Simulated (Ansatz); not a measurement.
**WHCl₂+ (singlet): wave-function methods side by side, def2-SVP**

The task here is to estimate one member of a computed series from the others.

Computed with Ansatz 0.2.0, Gaussian basis. Level: def2-SVP, core rule «outside noble gas», up to 14 orbitals frozen.

To be run: UHF; CCSD(T) on RHF; CCSD(T) on UHF; CISD; CCSDT(Q) on RHF; CCSDT(Q) on UHF.

5 further runs of the same task are left out: 5 set aside as unsound or not needed.

### The system

The geometry is a PBE0/def2-TZVP stationary point (not a proven minimum) of the parent state, kept for this charge and spin. No spin-orbit coupling is included. Elements past krypton take def2 core potentials.

4 atoms, charge 1, spin multiplicity 1.

Atoms are counted from 1 here; the program's logs count them from 0.

Bond lengths: W1–Cl2 2.234 Å, W1–Cl3 2.234 Å, W1–H4 1.699 Å. Angles: Cl2–W1–Cl3 132.8°, Cl2–W1–H4 111.7°, Cl3–W1–H4 111.7°.

As a file:

```xyz
4
charge 1, multiplicity 1
W     0.0158   -0.2412    0.0000
Cl   -0.0332    0.6515   -2.0475
Cl   -0.0332    0.6515    2.0475
H    -0.5444   -1.8456    0.0000
```

Set-up of the first run:

Contents of in.yaml:

```yaml
crystal:
  periodic: [false, false, false]
  atoms:
    - {symbol: W, position_ang: [0.015777, -0.241163, 0.000000]}
    - {symbol: Cl, position_ang: [-0.033166, 0.651506, -2.047512]}
    - {symbol: Cl, position_ang: [-0.033166, 0.651506, 2.047512]}
    - {symbol: H, position_ang: [-0.544441, -1.845619, 0.000000]}
basis:
  gaussian: {orbitals: def2-SVP}
total_charge: 1
magnetization: {spin_polarized: true, initial_magnetization: 0}
hamiltonian: {xc: hf}
output: {orbitals: {seedname: orbitals}}
```

Launch:

```console
$ ansatz run in.yaml --threads 1 --pin off --events-out ev --progress --plain --max-ram 4096MiB --backend cpu
```

Steps of the session up to this table: UHF; CCSD(T) on RHF; CCSD(T) on UHF; CISD; CCSDT(Q) on RHF; CCSDT(Q) on UHF.

One table of the session follows, with a row left open; its other results are not shown here.

| method | from RCCSDT(Q) (kJ/mol) |
| --- | --- |
| RHF | ? |
| UHF | +1143.2 |
| RMP2 | +152.4 |
| UMP2 | +83.4 |
| RCCSD | +72.4 |
| UCCSD | -4.1 |
| RCCSD(T) | +13.6 |
| UCCSD(T) | -63.2 |
| RCCSDT | +5.7 |
| UCCSDT | -75.8 |
| RCCSDT(Q) | 0 |
| UCCSDT(Q) | -82.9 |

**Question.** Estimate the row for RHF.

The run gave: from RCCSDT(Q) (kJ/mol): +1239.8. In the column «from RCCSDT(Q) (kJ/mol)» it is the highest.

Not comparable, so not listed: CISD (they don't share determinant, frozen orbitals or solution with the rows shown, or repeat one).

Caveats from the session: The determinant is far from a pure spin state, so its energy mixes those of several spin states (harmless only where they are near-degenerate, as at dissociation). The program flags UCCSD(T), UCCSDT(Q) as in doubt, so those rows may rest on another solution; read them beside their warnings. Warnings: restricted reference is unstable; spin contamination; large T1 diagnostic. Restricted and unrestricted rows rest on different reference determinants; where their highest levels disagree by more than a few hundredths of an eV, they describe different states and don't form one ladder.
